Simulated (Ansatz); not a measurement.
**singlet C2H4NOSi+ at 6 levels**

Wanted: a comparison of 6 runs (BLYP/def2-SVP, PBE/def2-SVP, r2SCAN/def2-SVP, wB97X/def2-SVP, MP2/def2-SVP, CCSD(T)/def2-SVP) of singlet C2H4NOSi+. 

Program for the calculation: Ansatz 0.2.0.

104 further runs of the same task are left out: 104 set aside as unsound or not needed.

### 1 The molecule

C2H4NOSi+: 9 atoms, total charge +1, spin state singlet. SMILES of the parent species: `C[SiH]N=C=O`. The shape is that of a PBE0-D4/def2-TZVP optimisation. This is one conformer, not always the lowest. That shape belongs to the parent species and isn't relaxed for this state.

Bond lengths: C1–Si2 1.865 Å, Si2–N3 1.715 Å, N3–C4 1.195 Å, C4–O5 1.166 Å, C1–H6 1.094 Å, C1–H7 1.091 Å, C1–H8 1.092 Å, Si2–H9 1.490 Å. Some angles: C1–Si2–N3 109.4°, Si2–N3–C4 161.1°, N3–C4–O5 178.3°, C1–Si2–H9 111.9°, N3–Si2–H9 107.3°, Si2–C1–H6 110.2°, Si2–C1–H7 111.1°, Si2–C1–H8 110.1°, H6–C1–H7 108.5°, H6–C1–H8 108.5°.

### 2 The energy at BLYP/def2-SVP (run 1)

File run.yaml:

```yaml
crystal:
  periodic: [false, false, false]
  atoms:
    - {symbol: C, position_ang: [-0.230800, 0.936500, 1.233300]}
    - {symbol: Si, position_ang: [-0.019100, 0.717300, -0.606900]}
    - {symbol: N, position_ang: [0.147000, -0.951200, -0.966600]}
    - {symbol: C, position_ang: [-0.027700, -2.022300, -1.465700]}
    - {symbol: O, position_ang: [-0.174100, -3.081100, -1.930900]}
    - {symbol: H, position_ang: [0.625000, 0.510600, 1.765400]}
    - {symbol: H, position_ang: [-1.138100, 0.442600, 1.585600]}
    - {symbol: H, position_ang: [-0.298200, 1.998600, 1.479400]}
    - {symbol: H, position_ang: [1.204500, 1.402700, -1.110500]}
basis:
  gaussian: {orbitals: def2-SVP}
total_charge: 1
hamiltonian: {xc: {name: BLYP}}
accuracy: high
output: {orbitals: {seedname: orbitals}}
```

Launch:

```bash
ansatz run run.yaml --threads 1 --pin off --max-ram 3480MiB --events-out events.jsonl --progress --plain --runs-dir runs
```

What it wrote:

```text
Warning: RAYON_NUM_THREADS=1 ignored (pool sized by the plan → 1); use --threads N
Functional definition: BLYP
  name "BLYP"
  parameter beta = 0.0042
  parameter a = 0.04918
  parameter b = 0.132
  parameter c = 0.2533
  parameter d = 0.349
  exchange = b88_x(beta = beta)
  correlation = lyp_c(a = a, b = b, c = c, d = d)
2090 factors; integrals over basis functions are off by at most 3.8e-9 eV
mean field evaluation 1: about -13513.9569 eV, gradient 1.0e2 eV
mean field evaluation 2: about -13407.4291 eV, gradient 2.0e2 eV
mean field evaluation 4: about -13534.3639 eV, gradient 4.1e1 eV
mean field evaluation 8: about -13537.7132 eV, gradient 2.5e-1 eV
mean field evaluation 16: about -13537.7038 eV, gradient 5.3e-4 eV
mean field -13537.70378124 eV, -497.5014377754 hartree, gradient 4.0e-8 eV, S^2 0.000000; 0 other end points of the search recorded, 0 dependent functions left out
reference -13537.70383327 eV, -497.5014396874 hartree; 22, 22 occupied and 72, 72 virtual orbitals, 2090 factors
Total energy: -13537.70383327 eV, -497.5014396874 hartree
```

It took 7.5 s on 1 thread of Arm Neoverse V1, shared host; peak memory 0.24 GiB.

### 3 A single-point energy at PBE/def2-SVP (run 2)

File job.yaml:

```yaml
crystal:
  periodic: [false, false, false]
  atoms:
    - {symbol: C, position_ang: [-0.230800, 0.936500, 1.233300]}
    - {symbol: Si, position_ang: [-0.019100, 0.717300, -0.606900]}
    - {symbol: "N", position_ang: [0.147000, -0.951200, -0.966600]}
    - {symbol: C, position_ang: [-0.027700, -2.022300, -1.465700]}
    - {symbol: O, position_ang: [-0.174100, -3.081100, -1.930900]}
    - {symbol: H, position_ang: [0.625000, 0.510600, 1.765400]}
    - {symbol: H, position_ang: [-1.138100, 0.442600, 1.585600]}
    - {symbol: H, position_ang: [-0.298200, 1.998600, 1.479400]}
    - {symbol: H, position_ang: [1.204500, 1.402700, -1.110500]}
basis:
  gaussian: {orbitals: def2-SVP}
total_charge: 1
hamiltonian: {xc: {name: PBE}}
accuracy: high
output: {orbitals: {seedname: orbitals}}
```

Launch:

```bash
ansatz run job.yaml --threads 1 --pin off --max-ram 3480MiB --events-out events.jsonl --progress --plain --runs-dir runs
```

What it wrote:

```text
Warning: RAYON_NUM_THREADS=1 ignored (pool sized by the plan → 1); use --threads N
Functional definition: PBE
  name "PBE"
  parameter kappa = 0.804
  parameter beta = 0.06672455060314922
  exchange = pbe_x(kappa = kappa, mu = beta*pi^2/3)
  correlation = pbe_c(beta = beta)
2090 factors; integrals over basis functions are off by at most 3.8e-9 eV
mean field evaluation 1: about -13507.0697 eV, gradient 9.8e1 eV
mean field evaluation 2: about -13412.9889 eV, gradient 1.9e2 eV
mean field evaluation 4: about -13525.6718 eV, gradient 3.8e1 eV
mean field evaluation 8: about -13528.6260 eV, gradient 1.8e-1 eV
mean field evaluation 16: about -13528.6158 eV, gradient 1.7e-4 eV
mean field -13528.61577543 eV, -497.1674597220 hartree, gradient 2.6e-8 eV, S^2 0.000000; 0 other end points of the search recorded, 0 dependent functions left out
reference -13528.61577850 eV, -497.1674598347 hartree; 22, 22 occupied and 72, 72 virtual orbitals, 2090 factors
Total energy: -13528.61577850 eV, -497.1674598347 hartree
```

It took 7.5 s on 1 thread of Arm Neoverse V1, shared host; peak memory 0.24 GiB.

Runs 3 to 5 aren't shown in full; the table further down has their settings and results.

### 4 A single-point energy at CCSD(T)/def2-SVP (run 6)

File molecule.yaml:

```yaml
crystal:
  periodic: [false, false, false]
  atoms:
    - symbol: C
      position_ang: [-0.230800, 0.936500, 1.233300]
    - symbol: Si
      position_ang: [-0.019100, 0.717300, -0.606900]
    - symbol: N
      position_ang: [0.147000, -0.951200, -0.966600]
    - symbol: C
      position_ang: [-0.027700, -2.022300, -1.465700]
    - symbol: O
      position_ang: [-0.174100, -3.081100, -1.930900]
    - symbol: H
      position_ang: [0.625000, 0.510600, 1.765400]
    - symbol: H
      position_ang: [-1.138100, 0.442600, 1.585600]
    - symbol: H
      position_ang: [-0.298200, 1.998600, 1.479400]
    - symbol: H
      position_ang: [1.204500, 1.402700, -1.110500]
basis:
  gaussian:
    orbitals: def2-SVP
total_charge: 1
correlation:
  method: ccsd_t
  frozen_orbitals: {C: 1, H: 0, "N": 1, O: 1, Si: 5}
accuracy: high
scf:
  omitted_lower_state_checks: [cluster_reference, increment]
```

Launch:

```bash
ansatz run molecule.yaml --threads 1 --pin off --max-ram 3480MiB --events-out events.jsonl --progress --plain --runs-dir runs
```

What it wrote:

```text
Warning: RAYON_NUM_THREADS=1 ignored (pool sized by the plan → 1); use --threads N
Functional definition: HF
  name "HF"
  exchange = exact_x
  correlation = 0
these checks for a lower state are left out or cut short: cluster_reference, increment
2090 factors; integrals over basis functions are off by at most 3.8e-9 eV
mean field evaluation 1: about -13485.0820 eV, gradient 5.1e1 eV
mean field evaluation 2: about -13485.2107 eV, gradient 5.1e1 eV
mean field evaluation 4: about -13490.9840 eV, gradient 5.2e0 eV
mean field evaluation 8: about -13491.0768 eV, gradient 4.9e-1 eV
mean field evaluation 16: about -13491.0783 eV, gradient 2.4e-8 eV
mean field -13491.07831461 eV, -495.7879834805 hartree, gradient 2.4e-8 eV, S^2 0.000000; 0 other end points of the search recorded, 0 dependent functions left out
9 core orbitals not correlated: weight in the atoms' cores, before any rotation towards them, 1.000 or more for the frozen orbitals, at most 0.000 for the correlated occupied ones
reference -13491.07831461 eV, -495.7879834805 hartree; 13, 13 occupied and 72, 72 virtual orbitals, 2090 factors
second order -18.53880364 eV of doubles, -0.00000000 eV of singles
cycle   1  -18.48080203 eV  change    5.8e-2 eV  update   1.4e-1
cycle   2  -19.10467853 eV  change   -6.2e-1 eV  update   4.9e-2
cycle   3  -19.28803287 eV  change   -1.8e-1 eV  update   3.0e-2
cycle   4  -19.29545060 eV  change   -7.4e-3 eV  update   1.1e-2
cycle   5  -19.28707862 eV  change    8.4e-3 eV  update   7.4e-3
cycle   6  -19.28848144 eV  change   -1.4e-3 eV  update   3.3e-3
cycle   7  -19.28918268 eV  change   -7.0e-4 eV  update   1.4e-3
cycle   8  -19.28897521 eV  change    2.1e-4 eV  update   5.8e-4
cycle   9  -19.28901206 eV  change   -3.7e-5 eV  update   1.9e-4
cycle  10  -19.28925122 eV  change   -2.4e-4 eV  update   9.2e-5
cycle  11  -19.28912382 eV  change    1.3e-4 eV  update   4.3e-5
cycle  12  -19.28911067 eV  change    1.3e-5 eV  update   2.3e-5
cycle  13  -19.28912396 eV  change   -1.3e-5 eV  update   1.3e-5
cycle  14  -19.28912353 eV  change    4.3e-7 eV  update   7.5e-6
cycle  15  -19.28913395 eV  change   -1.0e-5 eV  update   4.0e-6
cycle  16  -19.28913398 eV  change   -3.6e-8 eV  update   1.5e-6
cycle  17  -19.28913308 eV  change    9.1e-7 eV  update   6.7e-7
cycle  18  -19.28913280 eV  change    2.7e-7 eV  update   2.9e-7
cycle  19  -19.28913264 eV  change    1.6e-7 eV  update   1.4e-7
cycle  20  -19.28913256 eV  change    8.5e-8 eV  update   7.8e-8
cycle  21  -19.28913250 eV  change    5.5e-8 eV  update   4.4e-8
cycle  22  -19.28913238 eV  change    1.2e-7 eV  update   1.4e-7
cycle  23  -19.28913240 eV  change   -1.6e-8 eV  update   3.5e-8
cycle  24  -19.28913238 eV  change    1.4e-8 eV  update   1.4e-8
cycle  25  -19.28913239 eV  change   -6.7e-9 eV  update   5.9e-9
cycle  26  -19.28913239 eV  change   -1.8e-9 eV  update   3.0e-9
cycle  27  -19.28913239 eV  change   -1.3e-9 eV  update   1.2e-9
perturbative correction -0.76901363 eV, -0.0282607295 hartree
Total energy: -13511.13646062 eV, -496.5251067507 hartree
Checks for a lower state left out: cluster_reference, increment
```

It took 38 s on 1 thread of Arm Neoverse V1, shared host; peak memory 0.6 GiB.

### 5 Overview of the runs

| run | level | frozen core orbitals | energy (Eh) | HOMO energy (eV) | LUMO energy (eV) | HOMO–LUMO gap (eV) | wall time |
| --- | --- | --- | --- | --- | --- | --- | --- |
| 1 | BLYP/def2-SVP | – | -497.501440 | -12.67 | -10.55 | 2.12 | 7.5 s |
| 2 | PBE/def2-SVP | – | -497.167460 | -12.83 | -10.68 | 2.15 | 7.5 s |
| 3 | r2SCAN/def2-SVP | – | -497.410288 | -13.18 | -10.66 | 2.52 | 16 s |
| 4 | wB97X/def2-SVP | – | -497.481440 | -16.43 | -7.92 | 8.51 | 35 s |
| 5 | MP2/def2-SVP | 9 | -496.469272 | – | – | – | 4.2 s |
| 6 | CCSD(T)/def2-SVP | 9 | -496.525107 | – | – | – | 38 s |

### 6 Outcome

| quantity | value |
| --- | --- |
| run 6: total energy | -496.52511 Eh |
| run 6: correlation energy (9 core orbitals frozen) | -737.1 mEh |
| run 6: (T) correction | -28.26 mEh |
| run 6: T1 diagnostic | 0.022 |

**Reading.** Over runs 1, 2, 3, 4 the HOMO–LUMO gap runs from 2.12 eV (BLYP/def2-SVP) to 8.51 eV (wB97X/def2-SVP). Totals of different functionals can't be ranked against each other. All runs together took 1.8 min, the longest 38 s.
